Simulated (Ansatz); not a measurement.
## NaTeO₃, space group Pm-3m: a scan of one input key, step by step

With Ansatz's Python interface.

The cells in order, each with its output:

```python
import warnings

import ansatz
```

```python
warnings.simplefilter("ignore", ansatz.DeckWarning)
```

```python
system = (
    ansatz.Lattice.from_parameters(4.066369, 4.066369, 4.066369, alpha=90.0, beta=90.0, gamma=90.0)
    .atom("Na", (0.0, 0.0, 0.0))
    .atom("Te", (0.5, 0.5, 0.5))
    .atom("O", (0.5, 0.5, 0.0))
    .atom("O", (0.5, 0.0, 0.5))
    .atom("O", (0.0, 0.5, 0.5))
)

base = system.calculation()
base = base.pseudopotentials("paw")
base = base.functional("pbesol")
base = base.occupations(ansatz.OccupationsMethod.FERMI_DIRAC, width=0.1)
base = base.kpoints(mesh=(6, 6, 6), center="gamma").band_table()
typed = base.input()
rows = []
for value in [0.0001, 1e-06, 1e-08]:
    edited = typed.set(ansatz.key.scf.convergence.dr2_threshold, value)
    report = ansatz.Session.from_dict(edited).plan().execute().report
    rows.append((value, report["free_energy_ev"], report["n_iterations"], len(report["eigenvalues_ev"][0]) if "eigenvalues_ev" in report else 0))
print("  threshold eV            F eV      iterations    bands listed")
for row in rows:
    print(f"{str(row[0]):>14s}  {row[1]:14.5f}  {row[2]:14d}  {row[3]:14d}")
```

      threshold eV            F eV      iterations    bands listed
            0.0001    -10058.32398               6              27
             1e-06    -10058.32398               6              27
             1e-08    -10058.32398               7              27

What to keep in mind:
- Absolute energies stand on the zero of these potentials, so only differences at equal settings mean something. A total without «per atom» is that of the cell as typed.
- The cell holds an odd number of electrons and is run without spin, so a magnetic state may lie lower.
- The mesh is modest for a metal, so energies can be off by several to tens of meV an atom and pressures by half a GPa or more; differences at equal mesh fare better.
- The structure comes from a database of computed cells and needn't be a stable or known phase.
- Wall time of the script: 6.1 s on 1 thread of Arm Neoverse V2 (shared host), peak memory 0.39 GiB.

(Lines on the test bed's own set-up are left out of the output.)
